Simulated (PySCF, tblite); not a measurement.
# C₄H₆O₂Si: geometry, infrared bands and NMR shifts

What infrared bands and NMR shifts should C₄H₆O₂Si (`C#CC(=O)O[SiH2]C`) show?

Programs: tblite 0.8.0 and PySCF 2.14.0, with density-fitted response routines of our own. Each step states its level of theory. These are calculated values for one molecule in the gas phase, unless marked as measured. Atoms are numbered from 0 throughout.

## Step 1: The molecule as given

13 atoms, charge 0, multiplicity 1; geometry from: force field or distance geometry start.

Bonds of the start (Å): C0–C1 1.23, C1–C2 1.45, C2–O3 1.25, C2–O4 1.40, O4–Si5 1.74, Si5–C6 1.88, C0–H7 1.06, Si5–H8 1.48, Si5–H9 1.45, C6–H10 1.10, C6–H11 1.10, C6–H12 1.13.

## Step 2: Relaxing the molecule with GFN2-xTB

What the job is given:

```
{"job": {"kind": "relax", "xc": "GFN2-xTB", "basis": "xTB"}, "charge": 0, "multiplicity": 1}
C      3.653800     1.239000    -0.068500
C      2.684700     0.500000    -0.199600
C      1.556300    -0.398000    -0.316600
O      1.693300    -1.633300    -0.438700
O      0.302100     0.223200    -0.306000
Si    -1.116200    -0.776800    -0.467700
C     -2.537500     0.342300     0.060400
H      4.487900     1.881100     0.051600
H     -1.328300    -1.082400    -1.900900
H     -1.052000    -2.014100     0.292800
H     -2.634400     1.073900    -0.761000
H     -3.487400    -0.200000     0.149100
H     -2.226600     0.845500     1.025900
```

Launch:

```
$ OMP_NUM_THREADS=1 python probes_run.py task.json out
```

This one command runs all jobs of the session in turn.

**Question.** This job is followed by: GFN2-xTB harmonic vibrations, gas phase; GIAO PBE0/pcSseg-1 NMR shielding, non-relativistic, gas phase. What will the session give for the following? strongest single infrared mode (GFN2-xTB); zero-point energy (GFN2-xTB); ¹³C shifts against TMS (PBE0/pcSseg-1); ¹H shifts against TMS (PBE0/pcSseg-1, means over atoms taken as alike); ¹⁷O shifts against H2O (PBE0/pcSseg-1); ²⁹Si shifts against TMS (PBE0/pcSseg-1).

The runs gave:

| quantity | value |
| --- | --- |
| strongest single infrared mode (GFN2-xTB) | 1205 cm⁻¹, 684 km/mol |
| zero-point energy (GFN2-xTB) | 53.3 kcal/mol |
| ¹³C shifts against TMS (PBE0/pcSseg-1) | 157.7, 82.0, 80.0, -4.3 ppm |
| ¹H shifts against TMS (PBE0/pcSseg-1, means over atoms taken as alike) | 5.13, 2.28, 0.35 ppm |
| ¹⁷O shifts against H2O (PBE0/pcSseg-1) | 473.6, 210.2 ppm |
| ²⁹Si shifts against TMS (PBE0/pcSseg-1) | -16.7 ppm |

**Reading.** Over 68 steps the energy fell by 0.482 eV; of the close pairs, C2–O4 changed most, 1.400 to 1.323 Å. All 33 modes are real, so the xTB geometry is a minimum. The strongest single mode, at 1205 cm⁻¹, moves mainly C2. Unscaled tight-binding wavenumbers are off by several per cent, some by more. Its intensities can rank the bands wrongly. At PBE0/pcSseg-1: The widest tensor belongs to O3: span 669 ppm, with a paramagnetic part of -539 ppm.
